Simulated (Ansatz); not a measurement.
# GeH₄ (built from SMILES [GeH2].[H][H]): one structure at several levels

One table from this session's results is given with a row withheld; the runs are named, their logs left out.

Computed with Ansatz 0.2.0, Gaussian basis. Level: single points in def2-TZVPP.

Correlated methods freeze the cores. Filled d shells of the heavier atoms are correlated.

**Starting geometry**

5 atoms, charge 0, spin multiplicity 1.

Atoms are counted from 1 here; the program's logs count them from 0.

Bond lengths: Ge1–H2 1.689 Å, Ge1–H4 1.329 Å, Ge1–H5 1.362 Å, H2–H3 0.801 Å. Angles: H2–Ge1–H4 85.8°, H2–Ge1–H5 81.8°, H4–Ge1–H5 94.4°, Ge1–H2–H3 89.5°.

Coordinates:

```tsv
atom	x (Å)	y (Å)	z (Å)
Ge1	-0.39600	-0.38850	0.72780
H2	0.48570	-0.68230	-0.68280
H3	0.45340	0.09880	-0.85700
H4	-1.31400	0.14420	-0.07260
H5	0.38310	0.72800	0.74980
```

Set-up of the first run:

run/in.yaml

```yaml
crystal:
  periodic: [false, false, false]
  atoms:
    - {symbol: Ge, position_ang: [-0.396000, -0.388500, 0.727800]}
    - {symbol: H, position_ang: [0.485700, -0.682300, -0.682800]}
    - {symbol: H, position_ang: [0.453400, 0.098800, -0.857000]}
    - {symbol: H, position_ang: [-1.314000, 0.144200, -0.072600]}
    - {symbol: H, position_ang: [0.383100, 0.728000, 0.749800]}
basis:
  gaussian: {orbitals: def2-TZVPP}
correlation: {method: ccsd_t}
output: {forces: true}
```

No record of the launch command was kept for these runs.

Steps of the session up to this table: CCSD(T)/def2-TZVPP; PBE0-D4/def2-TZVPP; wB97M-V/def2-TZVPP; r2SCAN-D4/def2-TZVPP; PBE-D4/def2-TZVPP; LC-wPBE/def2-TZVPP; CAM-B3LYP-D4/def2-TZVPP.

One table of the session follows, with a row left open; its other results are not shown here.

| method | RMS force component (eV/Å) | angle to CCSD(T) forces (°) | dipole (D) |
| --- | --- | --- | --- |
| CCSD(T) | 2.811 | reference | 0.99 |
| PBE0-D4 | 2.886 | 2.4 | 0.93 |
| wB97M-V | ? | ? | ? |
| r2SCAN-D4 | 2.810 | 3.4 | 0.95 |
| PBE-D4 | 2.943 | 4.6 | 0.83 |
| LC-wPBE | 2.793 | 1.3 | 1.12 |
| CAM-B3LYP-D4 | 2.830 | 0.5 | 0.94 |

**Question.** Estimate the row for wB97M-V.

**Answer.** RMS force component (eV/Å): 2.846; angle to CCSD(T) forces (°): 0.6; dipole (D): 0.94. In the column «RMS force component (eV/Å)» it lies between CAM-B3LYP-D4 (2.830) and PBE0-D4 (2.886).
